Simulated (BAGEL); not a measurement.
# CH5GaO (SMILES C[O][GaH2]): HF/3-21G (density fitting with qzvpp-jkfit)

Aim: the energy change on altering one bond length of CH5GaO at HF/3-21G (density fitting with qzvpp-jkfit), from 2 runs. 

The calculation is run with BAGEL 1.2.2.

6 further runs of the same task are left out: 6 that didn't finish. Runs told in other sessions of the task aren't counted.

**1. The molecule**

The species is CH5GaO (8 atoms), meant as a singlet with charge 0. SMILES: `C[O][GaH2]`. Geometry: relaxed at PBE0-D4/def2-TZVP.

Bond lengths: C1–O2 1.402 Å, O2–Ga3 1.782 Å, C1–H4 1.096 Å, C1–H5 1.099 Å, C1–H6 1.096 Å, Ga3–H7 1.565 Å, Ga3–H8 1.555 Å. Angles: C1–O2–Ga3 123.8°, O2–C1–H4 110.0°, O2–C1–H5 113.2°, O2–C1–H6 110.0°, O2–Ga3–H7 115.8°, O2–Ga3–H8 113.9°, H4–C1–H5 107.8°, H4–C1–H6 107.8°, H5–C1–H6 107.8°, H7–Ga3–H8 130.3°.

**2. A single-point energy at HF/3-21G (density fitting with qzvpp-jkfit)**

Input file calc.json:

```json
{ "bagel" : [

{
  "title" : "molecule",
  "basis" : "3-21g",
  "df_basis" : "qzvpp-jkfit",
  "angstrom" : "true",
  "geometry" : [
    { "atom" : "C", "xyz" : [      -0.616800,       0.972600,      -0.422900 ] },
    { "atom" : "O", "xyz" : [      -0.705300,      -0.273500,       0.213500 ] },
    { "atom" : "Ga", "xyz" : [       0.703200,      -1.302000,       0.579300 ] },
    { "atom" : "H", "xyz" : [      -1.200200,       0.962000,      -1.350600 ] },
    { "atom" : "H", "xyz" : [       0.414200,       1.256200,      -0.676600 ] },
    { "atom" : "H", "xyz" : [      -1.030600,       1.754200,       0.224300 ] },
    { "atom" : "H", "xyz" : [       2.093900,      -0.732800,       0.142900 ] },
    { "atom" : "H", "xyz" : [       0.341700,      -2.636700,       1.290100 ] }
  ]
},

{
  "title" : "hf"
},

{
  "title" : "print",
  "file" : "orbitals.molden",
  "orbitals" : "true"
}

]}
```

The run is started by

```
$ BAGEL_NUM_THREADS=1 BAGEL calc.json > calc.out
```

The log of the run:

```text
* using 1 threads per process

  ===============================================================
  ===============================================================

  *** Geometry ***

  { "atom" : "C", "xyz" : [     -1.165583,      1.837948,     -0.799165 ] },
  { "atom" : "O", "xyz" : [     -1.332824,     -0.516840,      0.403457 ] },
  { "atom" : "Ga", "xyz" : [      1.328855,     -2.460423,      1.094718 ] },
  { "atom" : "H", "xyz" : [     -2.268049,      1.817917,     -2.552264 ] },
  { "atom" : "H", "xyz" : [      0.782725,      2.373874,     -1.278589 ] },
  { "atom" : "H", "xyz" : [     -1.947552,      3.314958,      0.423866 ] },
  { "atom" : "H", "xyz" : [      3.956898,     -1.384791,      0.270042 ] },
  { "atom" : "H", "xyz" : [      0.645719,     -4.982641,      2.437936 ] },

  Number of auxiliary basis functions:      508

  Since a DF basis is specified, we compute 2- and 3-index integrals:
    o Being stored without compression. Storage requirement is 0.010 GB

  Number of basis functions:       50
  Number of electrons      :       50

    * METHOD: MOLECULE                             0.16

  *** RHF ***

  === Nuclear Repulsion ===
   184.2549386768

      * DIIS with orbital gradients will be used.

  === RHF iteration (3-21g) ===
      0      -2028.71684109          0.02485648           0.04
      1      -2028.78916540          0.01798396           0.03
      2      -2028.84314472          0.00153068           0.03
      3      -2028.84396881          0.00020965           0.03
      4      -2028.84398543          0.00006458           0.03
      5      -2028.84398724          0.00001828           0.03
      6      -2028.84398747          0.00000457           0.03
      7      -2028.84398748          0.00000081           0.03
      8      -2028.84398748          0.00000024           0.03
      9      -2028.84398748          0.00000009           0.03
     10      -2028.84398748          0.00000003           0.03
     11      -2028.84398748          0.00000001           0.03
    * SCF iteration converged.

    * Permanent dipole moment:
           (   -0.601479,    -0.163295,     0.146916) a.u.

    * METHOD: HF                                   0.52

    * METHOD: PRINT                                0.01

  ===============================================================
```

Wall time 0.89 s (1 thread of AMD EPYC 9B14 (Zen 4), shared host).

**3. The distorted shape, same level**

Input file calc.json:

```json
{ "bagel" : [

{
  "title" : "molecule",
  "basis" : "3-21g",
  "df_basis" : "qzvpp-jkfit",
  "angstrom" : "true",
  "geometry" : [
    { "atom" : "C", "xyz" : [   -0.441795,    0.975780,   -0.144614 ] },
    { "atom" : "O", "xyz" : [   -0.530295,   -0.270320,    0.491786 ] },
    { "atom" : "Ga", "xyz" : [    0.878205,   -1.298820,    0.857586 ] },
    { "atom" : "H", "xyz" : [   -1.200200,    0.962000,   -1.350600 ] },
    { "atom" : "H", "xyz" : [    0.589205,    1.259380,   -0.398314 ] },
    { "atom" : "H", "xyz" : [   -0.855595,    1.757380,    0.502586 ] },
    { "atom" : "H", "xyz" : [    2.268905,   -0.729620,    0.421186 ] },
    { "atom" : "H", "xyz" : [    0.516705,   -2.633520,    1.568386 ] }
  ]
},
{
  "title" : "hf"
},
{
  "title" : "print",
  "file" : "orbitals.molden",
  "orbitals" : "true"
}

]}
```

The run is started by

```
$ BAGEL_NUM_THREADS=1 BAGEL calc.json > calc.out
```

The log of the run:

```text
* using 1 threads per process

  ===============================================================
  ===============================================================

  *** Geometry ***

  { "atom" : "C", "xyz" : [     -0.834872,      1.843957,     -0.273281 ] },
  { "atom" : "O", "xyz" : [     -1.002112,     -0.510831,      0.929341 ] },
  { "atom" : "Ga", "xyz" : [      1.659567,     -2.454414,      1.620603 ] },
  { "atom" : "H", "xyz" : [     -2.268049,      1.817917,     -2.552264 ] },
  { "atom" : "H", "xyz" : [      1.113436,      2.379883,     -0.752704 ] },
  { "atom" : "H", "xyz" : [     -1.616840,      3.320967,      0.949750 ] },
  { "atom" : "H", "xyz" : [      4.287609,     -1.378782,      0.795926 ] },
  { "atom" : "H", "xyz" : [      0.976431,     -4.976632,      2.963820 ] },

  Number of auxiliary basis functions:      508

  Since a DF basis is specified, we compute 2- and 3-index integrals:
    o Being stored without compression. Storage requirement is 0.010 GB

  Number of basis functions:       50
  Number of electrons      :       50

    * METHOD: MOLECULE                             0.16

  *** RHF ***

  === Nuclear Repulsion ===
   182.9524921872

      * DIIS with orbital gradients will be used.

  === RHF iteration (3-21g) ===
      0      -2028.67574618          0.02492817           0.04
      1      -2028.74653635          0.01833299           0.03
      2      -2028.80260838          0.00158940           0.03
      3      -2028.80352897          0.00021920           0.03
      4      -2028.80354915          0.00006174           0.03
      5      -2028.80355077          0.00002149           0.03
      6      -2028.80355101          0.00000520           0.03
      7      -2028.80355103          0.00000103           0.04
      8      -2028.80355103          0.00000028           0.04
      9      -2028.80355103          0.00000008           0.03
     10      -2028.80355103          0.00000003           0.03
     11      -2028.80355103          0.00000001           0.03
    * SCF iteration converged.

    * Permanent dipole moment:
           (   -0.732830,    -0.112481,    -0.041040) a.u.

    * METHOD: HF                                   0.53

    * METHOD: PRINT                                0.01

  ===============================================================
```

Wall time 0.9 s (1 thread of AMD EPYC 9B14 (Zen 4), shared host).

**4. Results**

At HF/3-21G (density fitting with qzvpp-jkfit):

| quantity | value |
| --- | --- |
| first shape: total energy | -2028.84399 Eh |
| first shape: dipole moment | 1.63 D |
| first shape: HOMO energy | -11.14 eV |
| first shape: LUMO energy | 1.57 eV |
| first shape: HOMO–LUMO gap | 12.71 eV |
| distorted shape: total energy | -2028.80355 Eh |
| distorted shape: dipole moment | 1.89 D |
| distorted shape: HOMO energy | -10.61 eV |
| distorted shape: LUMO energy | 1.48 eV |
| distorted shape: HOMO–LUMO gap | 12.08 eV |
| energy change with the C1–H4 bond stretched from 1.096 to 1.425 Å | 1.100 eV |

In words: With the C1–H4 bond stretched from 1.096 to 1.425 Å the energy rises by 1.10 eV (25 kcal/mol). The first shape isn't relaxed at this level, so the change isn't measured from a minimum.
